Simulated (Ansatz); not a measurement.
# CaHClO: the cost of one run

Computed with Ansatz 0.2.0 (DFT r2SCAN, scalar-relativistic, plane waves, PAW, unless a step's input says otherwise).

1 further run of the same task is left out (it didn't finish).

**1. Starting point**

The structure is hexagonal, space group P6_3mc (No. 186). Conventional cell: a = 3.870 Å, b = 3.870 Å, c = 9.810 Å, α = 90.00°, β = 90.00°, γ = 120.00°. Around Ca (site symmetry 3m) lie 3 O at 2.33 Å and 3 Cl at 2.87 Å. H (site symmetry 3m) has 1 O at 0.97 Å as nearest neighbours. Around Cl (site symmetry 3m) lie 3 H at 2.67 Å and 3 Ca at 2.87 Å. O (site symmetry 3m) is surrounded by 1 H at 0.97 Å.

As a file:

```
CELL_PARAMETERS angstrom
3.86984 0.00000 0.00000
-1.93492 3.35138 0.00000
0.00000 0.00000 9.80983
ATOMIC_POSITIONS crystal
Ca 0.33333 0.66667 0.00007
Ca 0.66667 0.33333 0.50007
H 0.00000 0.00000 0.16694
H 0.00000 0.00000 0.66694
Cl 0.33333 0.66667 0.31667
Cl 0.66667 0.33333 0.81667
O 0.00000 0.00000 0.06812
O 0.00000 0.00000 0.56812
```

The structure comes from the Materials Project (structure only).

**2. A change within a subgroup**

What differs from the listed cell: strain xx, yy, zz, yz, xz, xy = +0.0, +0.0, -6.0, +0.0, +0.0, +0.0 %; atoms moved by 0.03 Å root mean square, at most 0.06 Å.

Input file input.yaml:

```yaml
crystal:
  lattice:
    - [3.8704566778, 0.0, 0.0]
    - [-1.9352283389, 3.3519138072, 0.0]
    - [0.0, 0.0, 9.2228088985]
  atoms:
    - { symbol: Ca, position: [0.3333333333, 0.6666666667, 0.0009492146] }
    - { symbol: Ca, position: [0.6666666667, 0.3333333333, 0.5008001315] }
    - { symbol: H, position: [0.0, 0.0, 0.1725397962] }
    - { symbol: H, position: [0.0, 0.0, 0.667211805] }
    - { symbol: Cl, position: [0.3333333333, 0.6666666667, 0.3157898095] }
    - { symbol: Cl, position: [0.6666666667, 0.3333333333, 0.810425633] }
    - { symbol: O, position: [0.0, 0.0, 0.0668710948] }
    - { symbol: O, position: [0.0, 0.0, 0.5690105154] }
basis:
  ecutwfc: 500
kpoints:
  mp_grid: { grid: [6, 6, 4] }
hamiltonian:
  xc: r2scan
scf:
  occupations: { method: gaussian, width: 0.02 }
output:
  forces: true
  stress: true
  eigenvalues: true
  populations: true
```

On the command line:

```console
$ ansatz run input.yaml --threads 1 --pin off --max-ram 2560MiB --backend cpu --events-out ev --progress --plain --runs-dir out
```

**Question.** How long does this run take on 1 thread of Arm Neoverse V1, shared host, and how much memory does it need?

About 34 s, with a peak of 0.59 GiB.
